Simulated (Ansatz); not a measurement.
**C2H8BN: molecular dynamics**

Aim: follow the molecule's vibrations and see whether its bonds hold. The start is relaxed first. Runs: 300 steps of 0.5 fs under a Nosé-Hoover thermostat at 1500 K. SMILES of the start: CB(C)N.

All numbers below are computed with Ansatz 0.2.0 (RKS PBE/6-31G).

**1. Starting point**

Bond lengths: B1–N2 1.550 Å, N2–H3 1.060 Å, N2–H4 1.060 Å, B1–C5 1.600 Å, C5–H6 1.110 Å, C5–H7 1.110 Å, C5–H8 1.110 Å, B1–C9 1.600 Å, C9–H10 1.110 Å, C9–H11 1.110 Å, C9–H12 1.110 Å. Angles (14 of 18 angles, heavy atoms first): N2–B1–C5 120.0°, N2–B1–C9 120.0°, C5–B1–C9 120.0°, B1–N2–H3 120.0°, B1–N2–H4 120.0°, B1–C5–H6 109.5°, B1–C5–H7 109.5°, B1–C5–H8 109.5°, B1–C9–H10 109.5°, B1–C9–H11 109.5°, B1–C9–H12 109.5°, H3–N2–H4 120.0°, H6–C5–H7 109.4°, H6–C5–H8 109.4°.

Structure file:

```xyz
12

B     0.0000    0.0000    0.0000
N     0.0000    0.0000    1.5500
H    -0.8770   -0.2713    2.0800
H     0.8770    0.2713    2.0800
C     1.3856    0.0000   -0.8000
H     1.7152   -1.0462   -0.9702
H     1.2491    0.5080   -1.7774
H     2.1552    0.5381   -0.2082
C    -1.3856    0.0000   -0.8000
H    -1.9458   -0.9305   -0.5708
H    -1.9898    0.8797   -0.4946
H    -1.1839    0.0508   -1.8903
```

**2. Relaxing the start**

Contents of input.yaml:

```yaml
crystal:
  periodic: [false, false, false]
  atoms:
    - { symbol: B, position_ang: [0.0, 0.0, 0.0] }
    - { symbol: "N", position_ang: [0.0, 0.0, 1.55] }
    - { symbol: H, position_ang: [-0.877, -0.2713, 2.08] }
    - { symbol: H, position_ang: [0.877, 0.2713, 2.08] }
    - { symbol: C, position_ang: [1.3856, 0.0, -0.8] }
    - { symbol: H, position_ang: [1.7152, -1.0462, -0.9702] }
    - { symbol: H, position_ang: [1.2491, 0.508, -1.7774] }
    - { symbol: H, position_ang: [2.1552, 0.5381, -0.2082] }
    - { symbol: C, position_ang: [-1.3856, 0.0, -0.8] }
    - { symbol: H, position_ang: [-1.9458, -0.9305, -0.5708] }
    - { symbol: H, position_ang: [-1.9898, 0.8797, -0.4946] }
    - { symbol: H, position_ang: [-1.1839, 0.0508, -1.8903] }
basis:
  gaussian: { orbitals: "6-31G" }
hamiltonian:
  xc: pbe
relax:
  f_tol: 0.02
  max_steps: 40
output:
  orbitals: {}
```

Run with:

```console
ansatz run input.yaml --threads 1 --pin off --max-ram 2048MiB --backend cpu --events-out ev --progress --plain --runs-dir out
```

Further steps of the session: The run.

Q: Predict the outcome of this session. Wanted: relaxation of the start; temperature, first and last step; temperature, second half; potential energy, second half; largest change of the conserved energy; bonds formed or broken.

**Answer**, as computed:

| quantity | value |
| --- | --- |
| relaxation of the start | 18 moves, 0.547 eV lower |
| length | 300 steps of 0.5 fs |
| temperature, first and last step | 1500 and 1170 K |
| temperature, second half | mean 1512 K, from 512 to 2445 K |
| potential energy, second half | +174 meV/atom from the start |
| largest change of the conserved energy | 1.25 meV/atom |
| bonds formed or broken | 0 |

In words: Against a set 1500 K the second half averages 1512 K with a spread of 451 K. The conserved energy strays from its start by at most 1.25 meV/atom, 0.9 % of the mean kinetic energy, which is good for a step of 0.5 fs. No bond forms or breaks. A run of 150 fs with 12 atoms shows the motion but fixes no equilibrium value. The basis is very small, so the numbers are rough.
